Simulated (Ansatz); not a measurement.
# GeHSi2: the cost of one run

The runs use Ansatz 0.2.0, Gaussian basis; cc-pVDZ, all electrons in the functionals, frozen cores in the correlation of double hybrids and RPA.

The runs, in order: wB97M-V, HSE06, B2PLYP, RPA-PBE, at charge 0, doublet; charge 0, quartet; charge 1, singlet; charge 1, triplet; displaced geometry v1; displaced geometry v2 (not every functional at every point).

17 further runs of the same task are left out: 9 that didn't finish, 8 set aside as unsound or not needed.

**1. The geometry**

The geometry is a PBE0/def2-TZVP stationary point (not a proven minimum). No spin-orbit coupling is included. The filled d shell of Ge may be among the frozen orbitals whatever the setting's name suggests; the logs give the count.

4 atoms, charge 0, spin multiplicity 2.

Atoms are counted from 1 here; the program's logs count them from 0.

Bond lengths: Si1–Ge2 2.281 Å, Ge2–Si3 2.281 Å, Ge2–H4 1.745 Å. Angles: Si1–Ge2–Si3 99.3°, Si1–Ge2–H4 57.3°, Si3–Ge2–H4 57.3°.

No dispersion term is added; wB97M-V holds VV10 nonlocal correlation. HSE06 is the plane-wave form.

The geometry shown and the zero of energy belong to the point charge 0, doublet. The yardstick, UCCSD(T), and other wave-function levels (R restricted, U unrestricted, valence and pair active spaces) come from earlier runs.

**2. wB97M-V, charge 0, doublet**

in.yaml reads:

```yaml
crystal:
  periodic: [false, false, false]
  atoms:
    - {symbol: Si, position_ang: [-0.025995, 0.826014, 1.739012]}
    - {symbol: Ge, position_ang: [0.007166, -0.650241, 0.000000]}
    - {symbol: Si, position_ang: [-0.025995, 0.826015, -1.739011]}
    - {symbol: H, position_ang: [0.932233, 0.828877, 0.000000]}
basis:
  gaussian: {orbitals: cc-pVDZ}
magnetization: {spin_polarized: true, initial_magnetization: 1}
hamiltonian: {xc: {name: wB97M-V}}
output: {forces: true, orbitals: {seedname: orbitals}}
```

Run with:

```sh
$ ansatz run in.yaml --threads 1 --pin off --events-out ev --progress --plain --max-ram 2393MiB
```

What time and memory should one allow on 1 thread of Arm Neoverse V2, shared host?

About 55 s, with a peak of 0.35 GiB.
